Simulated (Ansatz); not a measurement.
**SnTe: how the settings move a single-point run**

How sensitive is a single-point run of SnTe to its settings? A reference run comes first, then six runs with altered input. The cell is built on a prototype (zincblende) and needn't be the phase found in nature.

Method: reference: DFT, r2SCAN, plane waves, PAW, in Ansatz 0.2.0.

1 further run of the same task is left out (set aside as unsound or not needed).

### Step 1. The system as given

The structure is cubic, space group F-43m (No. 216). The conventional cell has a = 7.168 Å, b = 7.168 Å, c = 7.168 Å, α = 90.00°, β = 90.00°, γ = 90.00°. Sn (site symmetry -43m) is surrounded by 4 Te at 3.10 Å. Te (site symmetry -43m) has 4 Sn at 3.10 Å as nearest neighbours.

Structure file:

```cif
data_structure
_symmetry_space_group_name_H-M 'F-43m'
_symmetry_Int_Tables_number 216
_cell_length_a 7.1680
_cell_length_b 7.1680
_cell_length_c 7.1680
_cell_angle_alpha 90.000
_cell_angle_beta 90.000
_cell_angle_gamma 90.000
_cell_volume 368.29
loop_
_atom_site_label
_atom_site_type_symbol
_atom_site_symmetry_multiplicity
_atom_site_Wyckoff_symbol
_atom_site_fract_x
_atom_site_fract_y
_atom_site_fract_z
_atom_site_occupancy
Sn1 Sn 4 a 0.00000 0.00000 0.00000 1
Te1 Te 4 d 0.25000 0.25000 0.75000 1
```

### Step 2. Reference

The input, input.yaml:

```yaml
crystal:
  lattice:
    - [0.0, 3.5839840137, 3.5839840137]
    - [3.5839840137, 0.0, 3.5839840137]
    - [3.5839840137, 3.5839840137, 0.0]
  atoms:
    - { symbol: Sn, position: [0.0, 0.0, 0.0] }
    - { symbol: Te, position: [0.25, 0.25, 0.25] }
kpoints:
  mp_grid: { grid: [4, 4, 4] }
hamiltonian:
  xc: r2scan
scf:
  occupations: { method: fermi_dirac, width: 0.02 }
  n_extra_bands: 4
output:
  forces: true
  stress: true
  eigenvalues: true
```

Command:

```
$ ansatz run input.yaml --threads 4 --pin off --max-ram 3686MiB --backend cpu --events-out ev --progress --plain --runs-dir out
```

### Step 3. Changing settings: occupations.method gaussian, occupations.width 0.001

Changes to input.yaml since step 2:

```diff
@@ -13,3 +13,3 @@
 scf:
-  occupations: { method: fermi_dirac, width: 0.02 }
+  occupations: { method: gaussian, width: 0.001 }
   n_extra_bands: 4
```

### Step 4. Changed: occupations.method cold, occupations.width 0.05

Changes to input.yaml since step 2:

```diff
@@ -13,3 +13,3 @@
 scf:
-  occupations: { method: fermi_dirac, width: 0.02 }
+  occupations: { method: cold, width: 0.05 }
   n_extra_bands: 4
```

### Step 5. Changing settings: occupations.method tetrahedron, width left out

Changes to input.yaml since step 2:

```diff
@@ -13,3 +13,3 @@
 scf:
-  occupations: { method: fermi_dirac, width: 0.02 }
+  occupations: { method: tetrahedron }
   n_extra_bands: 4
```

### Step 6. Variant: mixing.ndim 2

Changes to input.yaml since step 2:

```diff
@@ -15,2 +15,4 @@
   n_extra_bands: 4
+  mixing: { ndim: 2 }
+  max_iter: 54
 output:
```

### Step 7. Variant: occupations.method cold, occupations.width 0.001

Changes to input.yaml since step 2:

```diff
@@ -13,3 +13,3 @@
 scf:
-  occupations: { method: fermi_dirac, width: 0.02 }
+  occupations: { method: cold, width: 0.001 }
   n_extra_bands: 4
```

### Step 8. Variant: preconditioner kerker

Changes to input.yaml since step 2:

```diff
@@ -15,2 +15,3 @@
   n_extra_bands: 4
+  mixing: { preconditioner: kerker }
 output:
```

Q: Predict the outcome of this session. Wanted: for each run, ending; energy change; pressure; gap; force.

As calculated:

| run | ending | energy change | pressure (GPa) | gap (eV) | force (eV/Å) | cycles | time |
| --- | --- | --- | --- | --- | --- | --- | --- |
| reference | converged | 0 | -0.2 | 0.09 | 0.00 | 7 | 2.8 s |
| 1: occupations.method gaussian, occupations.width 0.001 | converged | -0.1 meV/atom (σ→0) | -0.1 | 0.09 | 0.00 | 6 | 2.8 s |
| 2: occupations.method cold, occupations.width 0.05 | converged | +0.2 meV/atom (σ→0) | -0.1 | 0.09 | 0.00 | 6 | 2.6 s |
| 3: occupations.method tetrahedron, width left out | converged | -0.1 meV/atom (σ→0) | -0.1 | 0.09 | 0.00 | 6 | 2.7 s |
| 4: mixing.ndim 2 | converged | 0.0 meV/atom | -0.2 | 0.09 | 0.00 | 8 | 3 s |
| 5: occupations.method cold, occupations.width 0.001 | converged | -0.1 meV/atom (σ→0) | -0.1 | 0.09 | 0.00 | 6 | 2.8 s |
| 6: preconditioner kerker | converged | 0.0 meV/atom | -0.2 | 0.09 | 0.00 | 9 | 3 s |

Residual by cycle in the longest SCF loop of each run; runs are numbered as in the table. The quantity is the density residual dr2, in eV.

| cycle | reference | run 1 | run 2 | run 3 | run 4 | run 5 | run 6 |
| --- | --- | --- | --- | --- | --- | --- | --- |
| 1 | 0.0216 | 0.0227 | 0.0226 | 0.0227 | 0.0216 | 0.0227 | 0.0216 |
| 2 | 0.00197 | 0.00157 | 0.00497 | 0.00157 | 0.00405 | 0.00157 | 0.00913 |
| 3 | 4.1e-4 | 4.5e-4 | 8.1e-4 | 4.5e-4 | 2.1e-4 | 4.5e-4 | 5.0e-4 |
| 4 | 7.5e-5 | 2.1e-5 | 3.4e-5 | 2.1e-5 | 2.4e-5 | 2.1e-5 | 9.3e-5 |
| 5 | 2.4e-6 | 1.5e-6 | 1.0e-6 | 1.5e-6 | 5.7e-6 | 1.5e-6 | 3.4e-5 |
| 6 | 1.1e-7 | 8.0e-8 | 1.1e-8 | 8.0e-8 | 6.6e-7 | 8.0e-8 | 5.1e-6 |
| 7 | 2.6e-9 | - | - | - | 2.8e-7 | - | 6.7e-7 |
| 8 | - | - | - | - | 5.6e-8 | - | 1.6e-7 |
| 9 | - | - | - | - | - | - | 8.1e-9 |

What this shows: The pressure spans -0.2 to -0.1 GPa over the reference and the converged variants. The gap of the reference lacks spin-orbit coupling, though the cell holds Te.
